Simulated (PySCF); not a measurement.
# H4N2O2W (WO2(NH2)2): the cost of one run

Programs: PySCF 2.14.0, with routines of our own; each step states its level. All values are computed. Atoms count from 0.

## Step 1: The starting structure

9 atoms, charge 0, multiplicity 1; geometry from: GFN2-xTB.

## Step 2: Geometry optimisation at PBE0-D3(BJ)/def2-SVP

Job settings and geometry (Å):

```
{"job": {"xc": "PBE0", "basis": "def2-SVP", "d3": "d3bj", "grid": 1, "maxiter": 30, "shake": 0.03, "kind": "geom"}, "charge": 0, "multiplicity": 1}
W      0.622470    -0.075870     0.399990
O      0.436990    -0.009500     2.067870
O      2.038570    -0.006660    -0.339880
N     -0.298820     1.633980    -0.288430
H     -0.119670     2.179390    -1.111550
H     -1.059280     2.216830     0.263970
N     -0.368040    -1.635810    -0.268990
H     -0.997910    -2.186550     0.267380
H     -0.121560    -2.185260    -1.016030
```

On the command line:

```console
> OMP_NUM_THREADS=1 python heavy_run.py task.json out
```

One launch serves the whole session: the jobs run in the order shown.

**Question.** How long does this first job take on 1 thread of Arm Neoverse V1, shared host, and how much memory does it need?

About 59 s, with a peak of 0.42 GiB.
